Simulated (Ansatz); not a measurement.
# CH₄F₂SSn: basis-set convergence

How large a basis does CH₄F₂SSn need? Two functionals are run in growing sets.

The runs use Ansatz 0.2.0, Gaussian basis; one geometry, several basis sets.

Levels to be run: PBE0-D4/def2-SVP; ωB97M-V/def2-SVP; PBE0-D4/def2-QZVPP; ωB97M-V/def2-QZVPP; the functionals' def2-TZVPP values are taken from earlier runs.

## Step 1: The geometry

The geometry comes from an earlier relaxation with PBE0-D4 in a triple-zeta def2 set; it is a stationary point, not always the lowest conformer. Sn takes the def2 core potential; no spin-orbit term is included.

SMILES `[CH3][Sn]([F])([F])[SH]`, 9 atoms, charge 0, spin multiplicity 1.

Atoms are counted from 1 here; the program's logs count them from 0.

Bond lengths: C1–Sn2 2.110 Å, C1–H6 1.089 Å, C1–H7 1.089 Å, C1–H8 1.089 Å, Sn2–F3 1.912 Å, Sn2–F4 1.912 Å, Sn2–S5 2.369 Å, S5–H9 1.345 Å. Angles: Sn2–C1–H6 107.9°, Sn2–C1–H7 109.3°, Sn2–C1–H8 109.3°, H6–C1–H7 110.1°, H6–C1–H8 110.1°, H7–C1–H8 110.2°, C1–Sn2–F3 109.8°, C1–Sn2–F4 109.9°, C1–Sn2–S5 119.3°, F3–Sn2–F4 100.7°, F3–Sn2–S5 107.8°, F4–Sn2–S5 107.7°, Sn2–S5–H9 91.6°.

## Step 2: PBE0-D4 in def2-SVP

Input file in.yaml:

```yaml
crystal:
  periodic: [false, false, false]
  atoms:
    - {symbol: C, position_ang: [-1.013437, -0.875351, -0.866233]}
    - {symbol: Sn, position_ang: [0.479342, 0.124796, 0.239453]}
    - {symbol: F, position_ang: [1.175701, -1.037272, 1.589114]}
    - {symbol: F, position_ang: [2.033103, 0.378881, -0.845978]}
    - {symbol: S, position_ang: [-0.030073, 2.198642, 1.264004]}
    - {symbol: H, position_ang: [-0.576961, -1.789776, -1.265631]}
    - {symbol: H, position_ang: [-1.847421, -1.115444, -0.208613]}
    - {symbol: H, position_ang: [-1.348692, -0.234617, -1.680320]}
    - {symbol: H, position_ang: [1.216937, 2.303842, 1.757104]}
basis:
  gaussian: {orbitals: def2-SVP}
hamiltonian: {xc: pbe0, dispersion: d4}
output: {orbitals: {seedname: orbitals}}
```

Further steps of the session: ωB97M-V in def2-SVP; PBE0-D4 in def2-QZVPP; ωB97M-V in def2-QZVPP.

Q: Predict the results of all the runs planned. Wanted: PBE0-D4: double and triple zeta above quadruple; ωB97M-V: double and triple zeta above quadruple.

**Answer**, as computed:

```
                                       quantity           value
PBE0-D4: double and triple zeta above quadruple  13.25, 0.79 eV
ωB97M-V: double and triple zeta above quadruple  13.43, 0.76 eV
```

PBE0-D4 gains 12.46 eV from double to triple zeta, then 0.79 eV more. These are total energies; as a rule much of such shifts cancels in differences, which this series doesn't test. The LUMO of ωB97M-V is positive and keeps falling with the basis (0.84 to 0.24 eV): an unbound level that the basis holds in place.
